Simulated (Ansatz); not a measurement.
## BBrH3N, SMILES NBBr: the interaction energy of a dimer with the counterpoise correction, step by step

Program: Ansatz 0.2.0, Python API.

Run as a notebook:

```python
import ansatz as az
```

```python
BASIS_SET = "def2-SVPD"
FUNCTIONAL = "pbe"
DISPERSION = "d4"
```

```python
FIRST = [
    ("N", (-0.4801, -0.0591, -0.7539)),
    ("B", (0.2539, 0.0908, 0.5298)),
    ("Br", (-0.271, 1.4789, 1.8717)),
    ("H", (-0.8216, -0.9799, -0.8222)),
    ("H", (0.1575, 0.092, -1.5645)),
    ("H", (1.1614, -0.6225, 0.739)),
]
SECOND = [
    ("N", (2.5672, -3.5815, -1.9829)),
    ("B", (2.5032, -2.4727, -0.9952)),
    ("Br", (2.6517, -2.8205, 0.9695)),
    ("H", (3.3027, -3.4069, -2.6135)),
    ("H", (1.689, -3.6298, -2.5423)),
    ("H", (2.3541, -1.3796, -1.3939)),
]
```

```python
def energy(atoms, ghosts=()):
    molecule = az.Crystal.molecule()
    for symbol, xyz in atoms:
        molecule = molecule.atom(symbol, xyz)
    calc = (
        molecule.calculation()
        .basis(gaussian=BASIS_SET)
        .functional(FUNCTIONAL, dispersion=DISPERSION)
    )
    deck = calc.input()
    if ghosts:
        deck = deck.set(az.key.basis.gaussian.ghost_atoms, [{"symbol": s, "position_ang": list(xyz)} for s, xyz in ghosts])
    return az.Session.from_dict(deck).plan().execute().report["free_energy_ev"]
```

```python
# ghost atoms carry the functions of the partner
both = energy(FIRST + SECOND)
alone = energy(FIRST) + energy(SECOND)
ghosted = energy(FIRST, SECOND) + energy(SECOND, FIRST)
print(f"dimer {both:.6f} eV")
print(f"interaction, uncorrected   {96.485332 * (both - alone):8.3f} kJ/mol")
print(f"interaction, counterpoise  {96.485332 * (both - ghosted):8.3f} kJ/mol")
print(f"basis-set superposition    {96.485332 * (alone - ghosted):8.3f} kJ/mol")
```

    dimer -144478.241953 eV
    interaction, uncorrected     -1.261 kJ/mol
    interaction, counterpoise     2.974 kJ/mol
    basis-set superposition       4.235 kJ/mol

Uncorrected it is -1.261 kJ/mol, with the counterpoise correction 2.974 kJ/mol; the difference, 4.235 kJ/mol, is the superposition error. The sign changes with the correction, so this basis doesn't settle it.

Total energies depend on the basis set; only differences at equal settings carry meaning. The dimer is a generated trial pose of unrelaxed monomers, not a minimum, so the figure is no binding energy, and the basis set is small. Finished in 47 s on 1 thread of Arm Neoverse N1, on a shared host, peak memory 0.39 GiB.
